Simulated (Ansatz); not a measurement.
Runs of Ansatz 0.2.0 on BiTe. The structure is cubic, space group Fm-3m (No. 225). The conventional cell has a = 6.470 Å, b = 6.470 Å, c = 6.470 Å, α = 90.00°, β = 90.00°, γ = 90.00°. Bi (site symmetry m-3m) has 6 Te at 3.23 Å as nearest neighbours. Te (site symmetry m-3m) is surrounded by 6 Bi at 3.23 Å. 

```tsv
task	level	k mesh	points for each segment of the path	mesh quality	gap on the mesh (eV)	pressure (GPa)	V0 of scaled cells (Å³/atom)	B0 (GPa)
equation of state	PBE0	4 × 4 × 4	-	coarse	-	-	32.93	57
single point	PBE0	6 × 6 × 6	-	not flagged	none	-0.6	-	-
band structure	HSE06	6 × 6 × 6	4	not flagged	none	(a)	-	-
equation of state	HSE06	4 × 4 × 4	-	coarse	-	-	33.00	(b)
```

Alike in all rows: potentials or basis Ansatz PAW; no spin polarisation; cell as given; cutoff (eV) 420; smearing fermi-dirac 0.05 eV.

Q: Fill in the values left out.

A: (a) -0.8; (b) 54.

Caveats: some runs use coarse meshes; spin-orbit coupling is left out, which moves the levels of the heavy elements; the PAW data sets were made with another functional, which shifts forces and pressure a little (some runs); the PAW data sets come from PBE, with cores solved anew for the run's functional, which leaves a small shift of forces and pressure (some runs); the thresholds are loose for stress (some runs).

A k mesh can miss the band edges, and the runs leave out spin-orbit coupling on Bi, Te.

A gap of «none» marks a metal or a gap under the smearing width.
